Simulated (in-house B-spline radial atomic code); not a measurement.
# Ta⁴⁺: excited configurations

Aim: the energies of several excited configurations of Ta⁴⁺ above a reference configuration, each from its own self-consistent run.

Program: in-house B-spline radial atomic code version 1. Level of theory: scalar-relativistic (spin-free one-electron X2C) revTPSS, spin-polarised, spherical fractional occupations, Fermi nucleus, basis-set limit. These are calculated values, not measurements, unless marked.

## (1) The atom as given

- element: tantalum (Z = 73)
- charge: +4
- electrons: 69
- configuration: [Xe] 4f14 5d1
- Hamiltonian: scalar-relativistic (X2C)
- nucleus: Fermi, rms radius 5.351 fm

The outer shells:

[Xe] 4f14 5d1
```
[Xe] core
4f [↑↓][↑↓][↑↓][↑↓][↑↓][↑↓][↑↓]
5d [↑ ][  ][  ][  ][  ]
```

Where spins are not typed, each open shell is filled with up spins first.

Input settings:

```ini
Z = 73
electrons = 69.0
configuration = [Xe] 4f14 5d1
hamiltonian = x2c
method = revtpss,revtpss
spin_polarised = True
nucleus = fermi
rms_radius = 5.3507
mass_number = 181
atomic_mass = 180.947998528
speed_of_light = 137.035999084
```

This reference run was done before. Its total energy is -15600.231365 hartree, and its levels are (the highest eight at most):

```csv
orbital,occupation,energy (eV),<r> (bohr)
4d down,5,-264.17,0.5235
5s up,1,-115.30,1.095
5s down,1,-114.74,1.092
5p up,3,-81.368,1.262
5p down,3,-80.582,1.258
4f up,7,-66.795,0.6362
4f down,7,-66.656,0.6340
5d up,1,-41.340,1.723
```

## (2) Run with [Xe] 4f13 5d1 6f1

Changes to the settings of step 1:

```diff
@@ -2,3 +2,3 @@
 electrons = 69.0
-configuration = [Xe] 4f14 5d1
+configuration = [Xe] 4f13 5d1 6f1
 hamiltonian = x2c
```

From the run's result record (rounded, not every field):

```text
{
  "status": "converged",
  "scf [iteration, energy, orbital gradient]": [
    [1, -15597.8851723, 0.119],
    [2, -15597.8886287, 0.00257],
    [3, -15597.8887491, 0.000744],
    [4, -15597.888762, 0.00037],
    [5, -15597.8887628, 0.00031],
    [6, -15597.8887642, 0.000142],
    [7, -15597.8887646, 6.51e-06],
    [8, -15597.8887646, 1.05e-06],
    [9, -15597.8887646, 1.92e-07]
  ],
  "energy [hartree]": {"total": -15597.8887646, "kinetic": 17518.0413329, "nuclear": -38768.8554072, "coulomb": 5969.30685404, "xc": -316.381544313},
  "orbitals [hartree, bohr; first row names the columns]": [
    ["name", "occ", "eps", "<r>"],
    ["1s up", 1.0, -2471.4788, 0.017864],
    ["1s down", 1.0, -2471.479, 0.017864],
    ["2s up", 1.0, -426.45454, 0.078158],
    ["2s down", 1.0, -426.45183, 0.078158],
    ["2p up", 3.0, -375.05398, 0.070028],
    ["2p down", 3.0, -375.05177, 0.070027],
    ["3s up", 1.0, -99.594708, 0.20427],
    ["3s down", 1.0, -99.575957, 0.20424],
    ["3p up", 3.0, -84.215704, 0.20416],
    ["3p down", 3.0, -84.19551, 0.20412],
    ["3d up", 5.0, -65.738487, 0.18566],
    ["3d down", 5.0, -65.720631, 0.18562],
    ["4s up", 1.0, -22.183447, 0.45823],
    ["4s down", 1.0, -22.141391, 0.45831],
    ["4p up", 3.0, -17.103643, 0.48592],
    ["4p down", 3.0, -17.062577, 0.48602],
    ["4d up", 5.0, -10.463138, 0.52094],
    ["4d down", 5.0, -10.421738, 0.52109],
    ["5s up", 1.0, -4.763431, 1.0737],
    ["5s down", 1.0, -4.7229304, 1.072],
    ["5p up", 3.0, -3.4642127, 1.2236],
    ["5p down", 3.0, -3.4187131, 1.2215],
    ["4f up", 7.0, -3.1705204, 0.61359],
    ["4f down", 6.0, -3.1264901, 0.61371],
    ["5d up", 1.0, -1.8857684, 1.5998],
    ["6f up", 1.0, -0.49010052, 5.7353]
  ],
  "sum_r [bohr^k]": {"-1": 548.8818, "1": 37.93768, "2": 65.18408},
  "energy_minus_base [hartree]": 2.34260045
}
```

It took 0.4 s on 1 thread, shared host.

energy_minus_base is the energy less that of the reference run. Meta-GGA runs start from a PBE run whose iterations are not counted.

## (3) Run with [Kr] 4d9 4f14 5s2 5p6 5d2

Changes to the settings of step 2:

```diff
@@ -2,3 +2,3 @@
 electrons = 69.0
-configuration = [Xe] 4f13 5d1 6f1
+configuration = [Kr] 4d9 4f14 5s2 5p6 5d2
 hamiltonian = x2c
```

Result record:

```text
{
  "status": "converged",
  "scf [iteration, energy, orbital gradient]": [
    [1, -15591.8919474, 0.119],
    [2, -15591.8954632, 0.00293],
    [3, -15591.8955911, 0.000842],
    [4, -15591.8956051, 0.000392],
    [5, -15591.8956027, 0.000467],
    [6, -15591.8956064, 0.00015],
    [7, -15591.8956069, 8.23e-06],
    [8, -15591.8956069, 5.67e-07]
  ],
  "energy [hartree]": {"total": -15591.8956069, "kinetic": 17511.6630888, "nuclear": -38774.9124636, "coulomb": 5987.8269953, "xc": -316.473227418},
  "orbitals [hartree, bohr; first row names the columns]": [
    ["name", "occ", "eps", "<r>"],
    ["1s up", 1.0, -2471.3993, 0.017864],
    ["1s down", 1.0, -2471.3993, 0.017864],
    ["2s up", 1.0, -426.34715, 0.078151],
    ["2s down", 1.0, -426.31961, 0.078149],
    ["2p up", 3.0, -374.9543, 0.070021],
    ["2p down", 3.0, -374.93152, 0.070018],
    ["3s up", 1.0, -99.319969, 0.20421],
    ["3s down", 1.0, -99.309052, 0.2042],
    ["3p up", 3.0, -83.943853, 0.20408],
    ["3p down", 3.0, -83.929939, 0.20407],
    ["3d up", 5.0, -65.491265, 0.18553],
    ["3d down", 5.0, -65.465786, 0.18553],
    ["4s up", 1.0, -21.885514, 0.458],
    ["4s down", 1.0, -21.824522, 0.45813],
    ["4p up", 3.0, -16.803642, 0.48554],
    ["4p down", 3.0, -16.745062, 0.48576],
    ["4d up", 5.0, -10.160429, 0.52021],
    ["4d down", 4.0, -10.104438, 0.5206],
    ["4f up", 7.0, -2.8518039, 0.61345],
    ["4f down", 7.0, -2.802613, 0.61297],
    ["5s up", 1.0, -4.4359026, 1.0792],
    ["5s down", 1.0, -4.3864548, 1.0748],
    ["5p up", 3.0, -3.1521394, 1.2372],
    ["5p down", 3.0, -3.0906858, 1.2315],
    ["5d up", 2.0, -1.6195718, 1.6596]
  ],
  "sum_r [bohr^k]": {"-1": 548.9654, "1": 34.07789, "2": 31.51439},
  "energy_minus_base [hartree]": 8.33575818
}
```

It took 0.35 s on 1 thread, shared host.

## (4) Configuration [Kr] 4d9 4f14 5s2 5p6 5d1 6p1

Changes to the settings of step 3:

```diff
@@ -2,3 +2,3 @@
 electrons = 69.0
-configuration = [Kr] 4d9 4f14 5s2 5p6 5d2
+configuration = [Kr] 4d9 4f14 5s2 5p6 5d1 6p1
 hamiltonian = x2c
```

Result record:

```text
{
  "status": "converged",
  "scf [iteration, energy, orbital gradient]": [
    [1, -15591.324933, 0.119],
    [2, -15591.3283797, 0.00299],
    [3, -15591.3285174, 0.000871],
    [4, -15591.3285315, 0.000395],
    [5, -15591.3285299, 0.000421],
    [6, -15591.3285329, 0.000151],
    [7, -15591.3285333, 6.82e-06],
    [8, -15591.3285333, 7.11e-07]
  ],
  "energy [hartree]": {"total": -15591.3285333, "kinetic": 17511.2657152, "nuclear": -38760.6093147, "coulomb": 5974.18104884, "xc": -316.165982707},
  "orbitals [hartree, bohr; first row names the columns]": [
    ["name", "occ", "eps", "<r>"],
    ["1s up", 1.0, -2471.5985, 0.017864],
    ["1s down", 1.0, -2471.5977, 0.017864],
    ["2s up", 1.0, -426.55236, 0.078151],
    ["2s down", 1.0, -426.52639, 0.078149],
    ["2p up", 3.0, -375.1596, 0.07002],
    ["2p down", 3.0, -375.13774, 0.070018],
    ["3s up", 1.0, -99.521593, 0.20421],
    ["3s down", 1.0, -99.510649, 0.2042],
    ["3p up", 3.0, -84.145407, 0.20408],
    ["3p down", 3.0, -84.131562, 0.20406],
    ["3d up", 5.0, -65.693411, 0.18553],
    ["3d down", 5.0, -65.668841, 0.18553],
    ["4s up", 1.0, -22.084935, 0.45802],
    ["4s down", 1.0, -22.025008, 0.45812],
    ["4p up", 3.0, -17.003365, 0.48557],
    ["4p down", 3.0, -16.945559, 0.48577],
    ["4d up", 5.0, -10.360535, 0.52023],
    ["4d down", 4.0, -10.305347, 0.52062],
    ["4f up", 7.0, -3.0492742, 0.61134],
    ["4f down", 7.0, -3.002866, 0.61199],
    ["5s up", 1.0, -4.6177698, 1.0725],
    ["5s down", 1.0, -4.5827774, 1.0708],
    ["5p up", 3.0, -3.3166524, 1.2245],
    ["5p down", 3.0, -3.2764817, 1.2209],
    ["5d up", 1.0, -1.7495506, 1.6309],
    ["6p up", 1.0, -1.1696387, 2.8473]
  ],
  "sum_r [bohr^k]": {"-1": 548.7697, "1": 35.13504, "2": 36.97378},
  "energy_minus_base [hartree]": 8.90283173
}
```

Run time: 0.38 s. Hardware: 1 thread, shared host.

## (5) [Kr] 4d9 4f14 5s2 5p6 5d1 5f1

Changes to the settings of step 4:

```diff
@@ -2,3 +2,3 @@
 electrons = 69.0
-configuration = [Kr] 4d9 4f14 5s2 5p6 5d1 6p1
+configuration = [Kr] 4d9 4f14 5s2 5p6 5d1 5f1
 hamiltonian = x2c
```

Result record:

```text
{
  "status": "converged",
  "scf [iteration, energy, orbital gradient]": [
    [1, -15590.871396, 0.119],
    [2, -15590.8749832, 0.00298],
    [3, -15590.875129, 0.000869],
    [4, -15590.8751449, 0.000388],
    [5, -15590.8751443, 0.000416],
    [6, -15590.8751473, 0.000149],
    [7, -15590.8751478, 6.75e-06],
    [8, -15590.8751478, 1.02e-06],
    [9, -15590.8751478, 1.91e-07]
  ],
  "energy [hartree]": {"total": -15590.8751478, "kinetic": 17510.7342289, "nuclear": -38757.2701755, "coulomb": 5971.78255772, "xc": -316.121758896},
  "orbitals [hartree, bohr; first row names the columns]": [
    ["name", "occ", "eps", "<r>"],
    ["1s up", 1.0, -2471.6431, 0.017864],
    ["1s down", 1.0, -2471.643, 0.017864],
    ["2s up", 1.0, -426.59166, 0.078151],
    ["2s down", 1.0, -426.56601, 0.078149],
    ["2p up", 3.0, -375.19935, 0.07002],
    ["2p down", 3.0, -375.17811, 0.070018],
    ["3s up", 1.0, -99.556364, 0.20421],
    ["3s down", 1.0, -99.545389, 0.2042],
    ["3p up", 3.0, -84.180242, 0.20408],
    ["3p down", 3.0, -84.166438, 0.20406],
    ["3d up", 5.0, -65.728473, 0.18553],
    ["3d down", 5.0, -65.704039, 0.18553],
    ["4s up", 1.0, -22.119942, 0.45803],
    ["4s down", 1.0, -22.059951, 0.45814],
    ["4p up", 3.0, -17.038479, 0.48557],
    ["4p down", 3.0, -16.980732, 0.48578],
    ["4d up", 5.0, -10.395403, 0.52019],
    ["4d down", 4.0, -10.340634, 0.52063],
    ["4f up", 7.0, -3.0829408, 0.61103],
    ["4f down", 7.0, -3.0374097, 0.6117],
    ["5s up", 1.0, -4.6472277, 1.0725],
    ["5s down", 1.0, -4.6142696, 1.07],
    ["5p up", 3.0, -3.3460838, 1.2238],
    ["5p down", 3.0, -3.305791, 1.2194],
    ["5d up", 1.0, -1.7740935, 1.6187],
    ["5f up", 1.0, -0.72265324, 3.2033]
  ],
  "sum_r [bohr^k]": {"-1": 548.724, "1": 35.46694, "2": 39.52846},
  "energy_minus_base [hartree]": 9.35621728
}
```

Run time: 0.37 s. Hardware: 1 thread, shared host.

## (6) [Kr] 4d9 4f14 5s2 5p6 5d1 6s1

Changes to the settings of step 5:

```diff
@@ -2,3 +2,3 @@
 electrons = 69.0
-configuration = [Kr] 4d9 4f14 5s2 5p6 5d1 5f1
+configuration = [Kr] 4d9 4f14 5s2 5p6 5d1 6s1
 hamiltonian = x2c
```

Result record:

```text
{
  "status": "converged",
  "scf [iteration, energy, orbital gradient]": [
    [1, -15591.6487721, 0.119],
    [2, -15591.6520293, 0.003],
    [3, -15591.6521712, 0.000901],
    [4, -15591.6521855, 0.000398],
    [5, -15591.6521834, 0.000439],
    [6, -15591.6521867, 0.00015],
    [7, -15591.6521872, 6.24e-06],
    [8, -15591.6521872, 5.3e-07]
  ],
  "energy [hartree]": {"total": -15591.6521872, "kinetic": 17511.7917501, "nuclear": -38764.7656431, "coulomb": 5977.54453558, "xc": -316.22282977},
  "orbitals [hartree, bohr; first row names the columns]": [
    ["name", "occ", "eps", "<r>"],
    ["1s up", 1.0, -2471.5486, 0.017864],
    ["1s down", 1.0, -2471.547, 0.017864],
    ["2s up", 1.0, -426.50328, 0.078151],
    ["2s down", 1.0, -426.47693, 0.078149],
    ["2p up", 3.0, -375.11048, 0.07002],
    ["2p down", 3.0, -375.08858, 0.070018],
    ["3s up", 1.0, -99.47241, 0.20421],
    ["3s down", 1.0, -99.461289, 0.2042],
    ["3p up", 3.0, -84.096194, 0.20408],
    ["3p down", 3.0, -84.082266, 0.20406],
    ["3d up", 5.0, -65.644153, 0.18553],
    ["3d down", 5.0, -65.61953, 0.18553],
    ["4s up", 1.0, -22.035502, 0.45803],
    ["4s down", 1.0, -21.97549, 0.45812],
    ["4p up", 3.0, -16.954065, 0.48559],
    ["4p down", 3.0, -16.896036, 0.48577],
    ["4d up", 5.0, -10.311474, 0.52025],
    ["4d down", 4.0, -10.255841, 0.52062],
    ["4f up", 7.0, -3.0006041, 0.61165],
    ["4f down", 7.0, -2.9535652, 0.61214],
    ["5s up", 1.0, -4.5689305, 1.0736],
    ["5s down", 1.0, -4.5343599, 1.0711],
    ["5p up", 3.0, -3.2710605, 1.2285],
    ["5p down", 3.0, -3.2290678, 1.2222],
    ["5d up", 1.0, -1.7162384, 1.6414],
    ["6s up", 1.0, -1.4672068, 2.4345]
  ],
  "sum_r [bohr^k]": {"-1": 548.8285, "1": 34.7537, "2": 34.65934},
  "energy_minus_base [hartree]": 8.57917791
}
```

Wall time 0.38 s (1 thread, shared host).

## (7) All configurations in order

| net move | configuration | 2|M_S|+1 | energy above the reference (eV) | largest <r> (bohr) |
| --- | --- | --- | --- | --- |
| 4f → 6f | [Xe] 4f13 5d1 6f1 | 4 | 63.745 | 5.74 |
| 4d → 5d | [Kr] 4d9 4f14 5s2 5p6 5d2 | 4 | 226.83 | 1.66 |
| 4d → 6s | [Kr] 4d9 4f14 5s2 5p6 5d1 6s1 | 4 | 233.45 | 2.43 |
| 4d → 6p | [Kr] 4d9 4f14 5s2 5p6 5d1 6p1 | 4 | 242.26 | 2.85 |
| 4d → 5f | [Kr] 4d9 4f14 5s2 5p6 5d1 5f1 | 4 | 254.60 | 3.20 |

At the bottom stands 4f → 6f (63.745 eV), at the top 4d → 5f (254.60 eV). 4 of them lie more than 60 % above minus the reference's highest level (41.340 eV), in the range where a state can decay by emitting an electron. The reference has 2|M_S|+1 = 2; 5 of the configurations differ from it in spin. These are spherical averages at the typed spins, not spectroscopic levels.
